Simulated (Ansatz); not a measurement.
# C₂H₄Se: small, medium and large basis sets

The task here is to estimate one member of a computed series from the others.

Computed with Ansatz 0.2.0, Gaussian basis. Level: one geometry, several basis sets.

Levels to be run: PBE0-D4/def2-SVP; ωB97M-V/def2-SVP; PBE0-D4/def2-QZVPP; ωB97M-V/def2-QZVPP; the functionals' def2-TZVPP values are taken from earlier runs.

### The relaxed structure

An earlier PBE0-D4 in a triple-zeta def2 set relaxation fixed the geometry.

SMILES `CC=[Se]`, 7 atoms, charge 0, spin multiplicity 1.

Atoms are counted from 1 here; the program's logs count them from 0.

Bond lengths: C1–C2 1.478 Å, C1–H4 1.097 Å, C1–H5 1.097 Å, C1–H6 1.089 Å, C2–Se3 1.752 Å, C2–H7 1.090 Å. Angles: C2–C1–H4 109.8°, C2–C1–H5 109.8°, C2–C1–H6 112.1°, H4–C1–H5 105.8°, H4–C1–H6 109.6°, H5–C1–H6 109.6°, C1–C2–Se3 126.4°, C1–C2–H7 115.4°, Se3–C2–H7 118.2°.

The first run:

Contents of in.yaml:

```yaml
crystal:
  periodic: [false, false, false]
  atoms:
    - {symbol: C, position_ang: [-0.464458, 0.485238, 0.032788]}
    - {symbol: C, position_ang: [0.531173, -0.591686, -0.153188]}
    - {symbol: Se, position_ang: [1.591667, -1.249124, 1.076315]}
    - {symbol: H, position_ang: [-1.461405, 0.120972, -0.244159]}
    - {symbol: H, position_ang: [-0.247546, 1.313690, -0.652715]}
    - {symbol: H, position_ang: [-0.482512, 0.854470, 1.056980]}
    - {symbol: H, position_ang: [0.594383, -1.001560, -1.161720]}
basis:
  gaussian: {orbitals: def2-SVP}
hamiltonian: {xc: pbe0, dispersion: d4}
output: {orbitals: {seedname: orbitals}}
```

Command:

```sh
$ ansatz run in.yaml --threads 2 --pin off --events-out ev --progress --plain --max-ram 4352MiB
```

Among the steps run: PBE0-D4 in def2-SVP; ωB97M-V in def2-SVP; PBE0-D4 in def2-QZVPP; ωB97M-V in def2-QZVPP.

One of the session's tables, all rows but one given; the rest of the session is left out.

It belongs to the step «Functionals by basis». 

| functional | basis | HOMO (eV) | LUMO (eV) |
| --- | --- | --- | --- |
| PBE0-D4 | def2-SVP | ? | ? |
| PBE0-D4 | def2-TZVPP | -6.20 | -2.36 |
| PBE0-D4 | def2-QZVPP | -6.22 | -2.38 |
| ωB97M-V | def2-SVP | -8.21 | -0.07 |
| ωB97M-V | def2-TZVPP | -8.38 | -0.26 |
| ωB97M-V | def2-QZVPP | -8.40 | -0.30 |

Q: Estimate the row for PBE0-D4, def2-SVP from the others.

As computed: HOMO (eV): -6.04; LUMO (eV): -2.23. In the column «HOMO (eV)» it is the highest.
